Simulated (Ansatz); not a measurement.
# F− with AlF3: structure and interaction energy

The task here is to estimate one member of a computed series from the others.

Computed with Ansatz 0.2.0, Gaussian basis. Level: PBE0-D4 structure, single points in def2-TZVPPD.

Levels: PBE-D4, revPBE-D4, BLYP-D4, r2SCAN-D4, B97M-V, PBE0-D4, B3LYP-D4, HSE06-D4, wB97X-V, wB97M-V, B2PLYP, Hartree-Fock, MP2, CCSD, CCSD(T). The reference is CCSD(T) extrapolated to the basis limit.

Correlated methods freeze the cores. B3LYP uses VWN-RPA correlation. B2PLYP carries no dispersion term here.

163 further runs of the same task are left out: 163 set aside as unsound or not needed. Runs told in other sessions of the task aren't counted.

## The starting structure

The pair, from a GFN2-xTB docking trial: 5 atoms, charge -1, spin multiplicity 1.

Atoms are counted from 1 here; the program's logs count them from 0.

Bond lengths: F1–Al3 1.684 Å, F2–Al3 1.684 Å, Al3–F4 1.683 Å, Al3–F5 1.683 Å. Angles: F1–Al3–F2 109.2°, F1–Al3–F4 109.8°, F1–Al3–F5 109.7°, F2–Al3–F4 109.6°, F2–Al3–F5 109.4°, F4–Al3–F5 109.1°.

Geometry (Å):

```xyz
5
AlF4
F    -0.48240   -0.28950   -1.58890
F     1.22750   -1.07530    0.40980
Al   -0.00020    0.00120   -0.00160
F     0.56220    1.58120    0.14450
F    -1.30700   -0.21760    1.03620
```

Atoms 1 to 1 are fragment A (F−), the rest fragment B (AlF3).

The first run:

Contents of pre/in.yaml:

```yaml
crystal:
  periodic: [false, false, false]
  atoms:
    - {symbol: F, position_ang: [-0.482400, -0.289500, -1.588900]}
    - {symbol: F, position_ang: [1.227500, -1.075300, 0.409800]}
    - {symbol: Al, position_ang: [-0.000200, 0.001200, -0.001600]}
    - {symbol: F, position_ang: [0.562200, 1.581200, 0.144500]}
    - {symbol: F, position_ang: [-1.307000, -0.217600, 1.036200]}
basis:
  gaussian: {orbitals: def2-SVPD}
total_charge: -1
hamiltonian: {xc: pbe, dispersion: d4}
relax: {f_tol: 0.03, max_steps: 250}
```

On the command line:

```bash
> ansatz run in.yaml --threads 4 --pin off --events-out ev --progress --plain --max-ram 9574MiB
```

Among the steps run: A first relaxation in a small basis; Relaxation at PBE0-D4; wB97X-V/def2-TZVPPD; wB97M-V/def2-TZVPPD; B2PLYP/def2-TZVPPD; B97M-V/def2-TZVPPD; CCSD(T)/def2-TZVPPD; MP2/def2-QZVPPD; Hartree-Fock/STO-3G; SPW92/def2-SVP; wB97M-V/def2-SVP; CCSD(T)/def2-SVP; Vibrations of the pair.

One table of the session follows, with a row left open; its other results are not shown here.

```
      method  interaction (kJ/mol)
      PBE-D4               -538.30
   revPBE-D4               -524.94
     BLYP-D4               -528.28
   r2SCAN-D4               -578.18
      B97M-V               -575.08
     PBE0-D4               -575.49
    B3LYP-D4               -563.64
    HSE06-D4               -575.17
     wB97X-V               -573.81
     wB97M-V               -571.99
      B2PLYP               -563.91
Hartree-Fock               -616.84
         MP2               -563.35
        CCSD               -581.82
     CCSD(T)                     ?
 CCSD(T)/CBS               -583.84
```

**Question.** Estimate the row for CCSD(T).

The run gave: interaction (kJ/mol): -572.82. In the column «interaction (kJ/mol)» it lies between wB97X-V (-573.81) and wB97M-V (-571.99).
